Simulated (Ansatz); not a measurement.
# CH5GaO2: the cost of one run

All numbers below are computed with Ansatz 0.2.0 (UKS PBE0/def2-SVP).

## Step 1: The system as given

Bond lengths: O1–C2 1.389 Å, C2–O3 1.500 Å, C2–Ga4 2.011 Å, O3–Ga4 2.075 Å, O1–H5 0.971 Å, C2–H6 1.093 Å, O3–H7 0.969 Å, Ga4–H8 1.551 Å, Ga4–H9 1.576 Å. Angles (14 of 16 angles, heavy atoms first): O1–C2–O3 108.7°, O1–C2–Ga4 117.8°, O3–C2–Ga4 70.7°, C2–O3–Ga4 66.2°, C2–Ga4–O3 43.1°, O1–C2–H6 106.6°, O3–C2–H6 107.8°, Ga4–C2–H6 133.7°, C2–O1–H5 108.9°, C2–O3–H7 110.8°, Ga4–O3–H7 169.6°, C2–Ga4–H8 124.2°, C2–Ga4–H9 110.8°, O3–Ga4–H8 102.7°.

Structure file:

```xyz
9

O    -0.0765    1.6679   -0.4344
C     0.4637    0.6269    0.3094
O     0.8181   -0.4956   -0.6210
Ga   -0.7137   -0.9558    0.7003
H    -0.9867    1.4376   -0.6827
H     1.3914    1.0040    0.7482
H     1.4116   -0.1877   -1.3221
H    -0.2161   -2.2704    1.3559
H    -2.0917   -0.8268   -0.0534
```

## Step 2: End point A

The input, input.yaml:

```yaml
crystal:
  periodic: [false, false, false]
  atoms:
    - { symbol: O, position_ang: [-0.07648, 1.66785, -0.4344] }
    - { symbol: C, position_ang: [0.46365, 0.6269, 0.30941] }
    - { symbol: O, position_ang: [0.81808, -0.49557, -0.62103] }
    - { symbol: Ga, position_ang: [-0.71371, -0.95581, 0.70028] }
    - { symbol: H, position_ang: [-0.98674, 1.43755, -0.6827] }
    - { symbol: H, position_ang: [1.39139, 1.00404, 0.74816] }
    - { symbol: H, position_ang: [1.41156, -0.18771, -1.32215] }
    - { symbol: H, position_ang: [-0.2161, -2.27044, 1.35586] }
    - { symbol: H, position_ang: [-2.09166, -0.82681, -0.05343] }
magnetization:
  spin_polarized: true
basis:
  gaussian: { orbitals: def2-SVP }
hamiltonian:
  xc: pbe0
relax:
  f_tol: 0.02
  max_steps: 50
output:
  orbitals: {}
```

Launch:

```bash
$ ansatz run input.yaml --threads 2 --pin off --max-ram 3072MiB --backend cpu --events-out ev --progress --plain --runs-dir out
```

What time and memory should one allow on 2 threads of Arm Neoverse V2, shared host?

About 63 s, with a peak of 0.3 GiB.
